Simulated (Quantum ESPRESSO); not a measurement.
**BiTe: equation of state with r2SCAN**

Crystal: BiTe.

```
Bi Te
1.0
     2.42271    1.39875    3.31729
    -2.42271    1.39875    3.31729
     0.00000   -2.79750    3.31729
Bi Te
1 1
Cartesian
  0.0000 0.0000 4.9759
  0.0000 0.0000 0.0000
```

The cell comes from a database or a generator and needn't be the stable form of this composition.

```json
{
  "Program": "Quantum ESPRESSO 7.5",
  "Task": "equation of state",
  "Functional": "r2SCAN",
  "Potentials or basis": "SG15 PBE 1.2",
  "Cutoff": "952 eV",
  "Density cutoff": "3810 eV",
  "k mesh": "5 × 5 × 5",
  "Occupations": "fermi-dirac, width 0.05 eV",
  "Spin": "no spin polarisation"
}
```

| Quantity | Value |
| --- | --- |
| Equilibrium volume | 32.54 Å³/atom |
| Bulk modulus at fixed shape and positions | 54 GPa |
| Pressure derivative of the bulk modulus | 4.7 |

Energy against volume, from the lowest point:
```tsv
volume (Å³/atom)	energy (meV/atom)
31.701	3.74
32.376	0.00
33.050	1.14
33.725	6.64
34.399	16.00
35.074	28.81
35.748	44.67
```

All runs of the series together: 20 min on 2 threads of Arm Neoverse V2, on a shared host.

Caveat: the potentials were made for another functional, which shifts forces and pressure; the cell was scaled at fixed shape and fractional positions, which overstates the stiffness of a crystal with free parameters, most of all of layers and chains.
